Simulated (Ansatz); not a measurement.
# Cl₂GeH₂O: taking an electron away

One table from this session's results is given with a row withheld; the runs are named, their logs left out.

Method: unrestricted cation, the program's frozen cores in correlated methods; program: Ansatz 0.2.0, Gaussian basis.

Plan: UKS PBE-D4/def2-TZVPP; UKS r2SCAN-D4/def2-TZVPP; UKS PBE0-D4/def2-TZVPP; UKS B3LYP-D4/def2-TZVPP; UKS wB97X-V/def2-TZVPP; UKS wB97M-V/def2-TZVPP; UKS B2PLYP/def2-TZVPP; UHF-CCSD(T)/def2-TZVPP; UHF-MP2/def2-QZVPP; extrapolation to the limit; then −ε(HOMO) from the neutral's earlier runs with LDA (SPW92), PBE-D4, revPBE-D4, BLYP-D4, r2SCAN-D4, B97M-V, PBE0-D4, B3LYP-D4, r2SCANh-D4, r2SCAN0-D4, HSE06-D4, BHLYP-D4, CAM-B3LYP-D4, LC-ωPBE, ωB97X-V, ωB97M-V.

### The geometry

An earlier PBE0-D4 in a triple-zeta def2 set relaxation fixed the geometry.

SMILES `[OH][GeH]([Cl])[Cl]`, 6 atoms, charge 0, spin multiplicity 1.

Atoms are counted from 1 here; the program's logs count them from 0.

Bond lengths: O1–Ge2 1.752 Å, O1–H5 0.961 Å, Ge2–Cl3 2.137 Å, Ge2–Cl4 2.137 Å, Ge2–H6 1.521 Å. Angles: Ge2–O1–H5 113.6°, O1–Ge2–Cl3 109.7°, O1–Ge2–Cl4 109.7°, O1–Ge2–H6 108.2°, Cl3–Ge2–Cl4 106.8°, Cl3–Ge2–H6 111.2°, Cl4–Ge2–H6 111.3°.

Set-up of the first run:

Input file in.yaml:

```yaml
crystal:
  periodic: [false, false, false]
  atoms:
    - {symbol: O, position_ang: [-0.160951, 1.291030, -0.614176]}
    - {symbol: Ge, position_ang: [-0.065448, -0.148801, 0.378946]}
    - {symbol: Cl, position_ang: [1.948470, -0.862572, 0.421721]}
    - {symbol: Cl, position_ang: [-1.252417, -1.700602, -0.487352]}
    - {symbol: H, position_ang: [0.126420, 1.152020, -1.521038]}
    - {symbol: H, position_ang: [-0.553975, 0.204925, 1.775698]}
basis:
  gaussian: {orbitals: def2-TZVPP}
total_charge: 1
magnetization: {spin_polarized: true, initial_magnetization: 1}
hamiltonian: {xc: pbe, dispersion: d4}
```

Launch:

```sh
> ansatz run in.yaml --threads 2 --pin off --events-out ev --progress --plain --max-ram 32768MiB --backend cpu
```

Among the steps run: Cation, UKS PBE-D4/def2-TZVPP; Cation, UKS r2SCAN-D4/def2-TZVPP; Cation, UKS PBE0-D4/def2-TZVPP; Cation, UKS B3LYP-D4/def2-TZVPP; Cation, UKS wB97X-V/def2-TZVPP; Cation, UKS wB97M-V/def2-TZVPP; Cation, UKS B2PLYP (frozen core)/def2-TZVPP; Cation, UHF-CCSD(T)/def2-TZVPP; Cation, UHF-MP2/def2-QZVPP.

One of the session's tables, all rows but one given; the rest of the session is left out.

Orbital estimates, from the neutral's runs:

| functional | −ε(HOMO) (eV) |
| --- | --- |
| LDA (SPW92) | ? |
| PBE-D4 | 7.70 |
| revPBE-D4 | 7.64 |
| BLYP-D4 | 7.54 |
| r2SCAN-D4 | 8.10 |
| B97M-V | 8.19 |
| PBE0-D4 | 9.23 |
| B3LYP-D4 | 8.92 |
| r2SCANh-D4 | 8.66 |
| r2SCAN0-D4 | 9.49 |
| HSE06-D4 | 8.82 |
| BHLYP-D4 | 10.55 |
| CAM-B3LYP-D4 | 10.61 |
| LC-ωPBE | 12.08 |
| ωB97X-V | 11.68 |
| ωB97M-V | 11.51 |

**Question.** Estimate the row for LDA (SPW92).

**Answer.** −ε(HOMO) (eV): 7.85. In the column «−ε(HOMO) (eV)» it lies between PBE-D4 (7.70) and r2SCAN-D4 (8.10).
